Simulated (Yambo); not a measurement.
Sb: optical spectrum with PBE

Sb:

```
Sb
1.0
     2.15420    1.24373    3.75800
    -2.15420    1.24373    3.75800
     0.00000   -2.48746    3.75800
Sb
2
Direct
  0.76651 0.76651 0.76651
  0.23349 0.23349 0.23349
```

| Quantity | Value |
| --- | --- |
| Program | Yambo 5.3.0 |
| Task | optical spectrum |
| Functional | PBE |
| Potentials or basis | PseudoDojo 0.4.1 SR PBE standard |
| Cutoff | 1088 eV |
| Density cutoff | 4354 eV |
| k mesh | 10 × 10 × 10 |
| Occupations | fermi-dirac, width 0.05 eV |
| Spin | no spin polarisation |
| k mesh of the self-consistent run | 10 × 10 × 10 |
| Direction of the field or of q to 0 | x |
| Broadening | 0.3 eV |
| Kernel | none (independent particles) |
| Top of the energy range | 20 eV |
| Energy points | 200 |
| Correction of the levels | none |
| Bands in the response | 35 |

The band gap on the k mesh, mean-field level is none (metal or under the smearing width).

Dielectric function (along the field direction of the input):
```
energy (eV)  real part  imaginary part
       0.30      86.21           31.59
       0.80      47.93           54.57
       1.31       6.13           64.24
       1.81     -12.28           38.30
       2.31     -14.79           21.11
       2.81     -10.10           12.37
       3.32      -7.76            8.55
       3.82      -5.19            5.96
       4.32      -3.01            5.23
       4.82      -1.75            6.00
       5.33      -3.46            6.24
       5.83      -3.51            4.05
       6.33      -2.51            3.51
       6.83      -2.51            3.57
       7.34      -2.69            2.82
       7.84      -2.39            2.17
       8.34      -2.09            1.78
       8.84      -1.76            1.40
       9.35      -1.54            1.22
       9.85      -1.28            0.94
      10.35      -1.00            0.89
      10.85      -0.90            0.75
      11.36      -0.70            0.65
      11.86      -0.57            0.61
      12.36      -0.48            0.54
      12.86      -0.38            0.47
      13.37      -0.27            0.40
      13.87      -0.17            0.38
      14.37      -0.12            0.33
      14.87      -0.03            0.30
      15.38       0.01            0.26
      15.88       0.07            0.22
      16.38       0.14            0.18
      16.88       0.21            0.17
      17.39       0.25            0.14
      17.89       0.31            0.12
      18.39       0.35            0.11
      18.89       0.40            0.10
      19.40       0.44            0.09
      20.00       0.49            0.08
```

Run time: 2.6 min on 1 thread of AMD EPYC 9R45 (Zen 5) (shared host).

Caveat: the intraband (Drude) term of the metal is left out; the ground state has no gap, which makes the many-body step unreliable; independent-particle spectra lack excitons. Spin-orbit coupling is left out, which matters for the levels of Sb.
